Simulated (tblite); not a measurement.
# C5H14GeN2: the cost of one run

Programs: tblite 0.8.0 and PySCF 2.14.0, with density-fitted response routines of our own. Each step states its level of theory. These are calculated values for one molecule in the gas phase, unless marked as measured. Atoms are numbered from 0 throughout.

## 1. The starting structure

22 atoms, charge 0, multiplicity 1; geometry from: force field or distance geometry start.

Bonds of the start (Å): N0–Ge1 1.86, Ge1–N2 1.86, N2–C3 1.48, C3–C4 1.53, C4–C5 1.53, C5–C6 1.53, C6–C7 1.54, C7–N2 1.48, N0–H8 1.04, N0–H9 1.05, Ge1–H10 1.56, Ge1–H11 1.56, C3–H12 1.11, C3–H13 1.11, C4–H14 1.10, C4–H15 1.11, C5–H16 1.10, C5–H17 1.11, C6–H18 1.11, C6–H19 1.12, C7–H20 1.11, C7–H21 1.11.

## 2. Geometry optimisation with GFN2-xTB

What the job is given:

```
{"job": {"kind": "relax", "xc": "GFN2-xTB", "basis": "xTB"}, "charge": 0, "multiplicity": 1}
N      2.942100     0.701800    -0.563100
Ge     2.228100    -0.400400     0.753800
N      0.373500    -0.514700     0.604700
C      0.025800    -0.991800    -0.754600
C     -1.493700    -1.141100    -0.885500
C     -2.190100     0.195800    -0.608400
C     -1.744600     0.757100     0.747800
C     -0.210200     0.826500     0.837800
H      3.977800     0.654900    -0.471500
H      2.651500     1.679800    -0.312300
H      2.599100     0.159100     2.156800
H      2.835700    -1.826600     0.616500
H      0.479200    -1.998600    -0.896600
H      0.419300    -0.310100    -1.532700
H     -1.866700    -1.902800    -0.181400
H     -1.740500    -1.468500    -1.912900
H     -3.285700     0.054600    -0.604600
H     -1.933600     0.920300    -1.406700
H     -2.171500     1.774200     0.896000
H     -2.126100     0.103200     1.571700
H      0.058100     1.185400     1.853600
H      0.162100     1.561400     0.090800
```

Launch:

```sh
$ OMP_NUM_THREADS=1 python probes_run.py task.json out
```

This one command runs all jobs of the session in turn.

Q: Estimate the wall time and peak memory of this first job on 1 thread of Arm Neoverse V1, shared host.

About 1.4 s, with a peak of 0.18 GiB.
